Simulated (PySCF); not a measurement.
# HfOBr: relaxation and vibrations of the doublet

The task is one start of a wider search on HfOBr: the doublet, from a bent start. It is relaxed, tested by its Hessian and followed downhill if it is a saddle.

Program: PySCF 2.14.0. Level of theory: PBE0, basis Hf def2-TZVP with ECP60, O def2-TZVP, Br def2-TZVP, scalar-relativistic core potentials, no spin–orbit coupling, density fitting. These are calculated values, not measurements.

## 1. Starting geometry

3 atoms, charge 0, spin multiplicity 2.

Bond lengths: Hf1–O2 1.850 Å, Hf1–Br3 2.660 Å. Angles: O2–Hf1–Br3 110.0°.

Z-matrix (Å, degrees; charge 0 multiplicity 2):
```
Hf
O  1 1.8500
Br 1 2.6600 2 110.00
```

## 2. The SCF at the typed geometry

One driver script runs all steps and calls PySCF; scf.py shows how it sets up the SCF of each step. The optimiser is the driver's own. After this first run the driver tries any further starts and a stability analysis.

File scf.py:

```python
from pyscf import gto, scf, dft
mol = gto.M(atom='''
Hf     0.000000     0.000000     0.000000
O     -1.515400     0.000000     1.061100
Br     2.178900     0.000000     1.525700''',
    basis={'Hf': 'def2-TZVP', 'O': 'def2-TZVP', 'Br': 'def2-TZVP'},
    ecp={'Hf': 'def2-TZVP'},
    charge=0, spin=1)
mf = dft.UKS(mol, xc='PBE0')
mf.grids.atom_grid = (50, 194)
aux = {'Hf': 'def2-universal-JKFIT', 'O': 'def2-universal-JKFIT', 'Br': 'def2-universal-JKFIT'}
mf = mf.density_fit(auxbasis=aux)
mf.conv_tol = 1e-08
mf.diis_space = 10
mf.max_cycle = 60
mf.init_guess = 'minao'
mf.verbose = 4
mf.kernel()
```

Run with:

```
OMP_NUM_THREADS=4 python axn.py task.json out
```

The runs that follow: Bent start, doublet: relaxation; Vibrations and properties at this point.

**Question.** What will these runs give? Wanted: minimum; geometry; wavenumbers; dipole moment; highest occupied, lowest empty level; polar-tensor charge of Hf1; zero-point energy; atomisation energy; ⟨S²⟩.

The runs gave:

| quantity | value |
| --- | --- |
| minimum | doublet, Cs |
| geometry | Hf–Br 2.510 Å, Hf–O 1.735 Å; Br–Hf–O 111.2° |
| wavenumbers (cm⁻¹) | 152 (a'), 251 (a'), 966 (a') |
| dipole moment | 4.47 D |
| highest occupied, lowest empty level (either spin) | -5.90, -3.09 eV |
| polar-tensor charge of Hf1 | +1.36 e |
| zero-point energy | 8.2 kJ/mol |
| entropy at 298.15 K | 316.5 J/(mol K) |
| atomisation energy (no zero-point energy) | 1158 kJ/mol |
| ⟨S²⟩ | 0.753 |

The bent start keeps its Cs symmetry and ends in a minimum. The strongest infrared band lies at 966 cm⁻¹ (a', stretch). Most of the spin sits on Hf1 (Mulliken spin 1.07, against 1 for the whole molecule). Other starts or spin states, not run here, may lie lower. One determinant may miss the lowest occupation of an open d or f shell. Spin–orbit coupling, left out here, can matter for elements this heavy.
